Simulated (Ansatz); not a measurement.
# C2H10ClGeNSi: small, medium and large basis sets

How large a basis does C2H10ClGeNSi need? Two functionals are run in growing sets.

Computed with Ansatz 0.2.0, Gaussian basis. Level: one geometry, several basis sets.

Plan: PBE0-D4/def2-SVP; ωB97M-V/def2-SVP; PBE0-D4/def2-QZVPP; ωB97M-V/def2-QZVPP; the functionals' def2-TZVPP values are taken from earlier runs.

## 1. The relaxed structure

All runs share one geometry, relaxed beforehand with PBE0-D4 in a triple-zeta def2 set.

SMILES `CC[N]([GeH3])[SiH2]Cl`, 16 atoms, charge 0, spin multiplicity 1.

Atoms are counted from 1 here; the program's logs count them from 0.

Bond lengths: C1–C2 1.519 Å, C1–H7 1.093 Å, C1–H8 1.093 Å, C1–H9 1.092 Å, C2–N3 1.464 Å, C2–H10 1.096 Å, C2–H11 1.097 Å, N3–Ge4 1.851 Å, N3–Si5 1.700 Å, Ge4–H12 1.533 Å, Ge4–H13 1.540 Å, Ge4–H14 1.539 Å, Si5–Cl6 2.075 Å, Si5–H15 1.479 Å, Si5–H16 1.482 Å. Angles: C2–C1–H7 110.4°, C2–C1–H8 111.4°, C2–C1–H9 110.8°, H7–C1–H8 107.7°, H7–C1–H9 108.5°, H8–C1–H9 107.8°, C1–C2–N3 114.1°, C1–C2–H10 109.4°, C1–C2–H11 109.7°, N3–C2–H10 108.4°, N3–C2–H11 109.0°, H10–C2–H11 105.9°, C2–N3–Ge4 116.8°, C2–N3–Si5 119.5°, Ge4–N3–Si5 122.9°, N3–Ge4–H12 107.2°, N3–Ge4–H13 111.9°, N3–Ge4–H14 106.4° and more.

Geometry (Å):

```xyz
16
C2H10ClGeNSi
C    -0.6856   -1.7920   -0.3713
C     0.4128   -1.0554    0.3751
N     0.3595    0.4012    0.2345
Ge    0.8918    1.1032   -1.3932
Si   -0.4062    1.3299    1.4347
Cl   -2.4785    1.2909    1.3440
H    -0.5949   -2.8702   -0.2171
H    -0.6315   -1.6036   -1.4466
H    -1.6711   -1.4741   -0.0253
H     0.3564   -1.3023    1.4418
H     1.3937   -1.4106    0.0358
H     1.0415    2.6172   -1.2068
H    -0.1280    0.8057   -2.5078
H     2.2316    0.4300   -1.7393
H    -0.0179    2.7475    1.2711
H    -0.0735    0.7823    2.7705
```

## 2. PBE0-D4 in def2-SVP

The input, in.yaml:

```yaml
crystal:
  periodic: [false, false, false]
  atoms:
    - {symbol: C, position_ang: [-0.685614, -1.792012, -0.371294]}
    - {symbol: C, position_ang: [0.412791, -1.055389, 0.375134]}
    - {symbol: N, position_ang: [0.359491, 0.401239, 0.234473]}
    - {symbol: Ge, position_ang: [0.891797, 1.103228, -1.393158]}
    - {symbol: Si, position_ang: [-0.406166, 1.329938, 1.434655]}
    - {symbol: Cl, position_ang: [-2.478541, 1.290945, 1.344002]}
    - {symbol: H, position_ang: [-0.594877, -2.870197, -0.217054]}
    - {symbol: H, position_ang: [-0.631487, -1.603620, -1.446571]}
    - {symbol: H, position_ang: [-1.671064, -1.474093, -0.025349]}
    - {symbol: H, position_ang: [0.356387, -1.302256, 1.441800]}
    - {symbol: H, position_ang: [1.393667, -1.410576, 0.035786]}
    - {symbol: H, position_ang: [1.041480, 2.617238, -1.206819]}
    - {symbol: H, position_ang: [-0.128045, 0.805697, -2.507839]}
    - {symbol: H, position_ang: [2.231630, 0.430041, -1.739325]}
    - {symbol: H, position_ang: [-0.017934, 2.747521, 1.271071]}
    - {symbol: H, position_ang: [-0.073495, 0.782285, 2.770509]}
basis:
  gaussian: {orbitals: def2-SVP}
hamiltonian: {xc: pbe0, dispersion: d4}
output: {orbitals: {seedname: orbitals}}
```

The runs that follow: ωB97M-V in def2-SVP; PBE0-D4 in def2-QZVPP; ωB97M-V in def2-QZVPP.

Q: Predict the results of all the runs planned. Wanted: PBE0-D4: double and triple zeta above quadruple; ωB97M-V: double and triple zeta above quadruple.

**Answer**, as computed:

```
                                       quantity           value
PBE0-D4: double and triple zeta above quadruple  20.49, 2.09 eV
ωB97M-V: double and triple zeta above quadruple  20.59, 2.02 eV
```

In words: PBE0-D4 gains 18.40 eV from double to triple zeta, then 2.09 eV more. Total energies overstate the basis error of differences, where much of it tends to cancel. The LUMO of ωB97M-V is positive and keeps falling with the basis (2.37 to 1.61 eV): an unbound level that the basis holds in place.
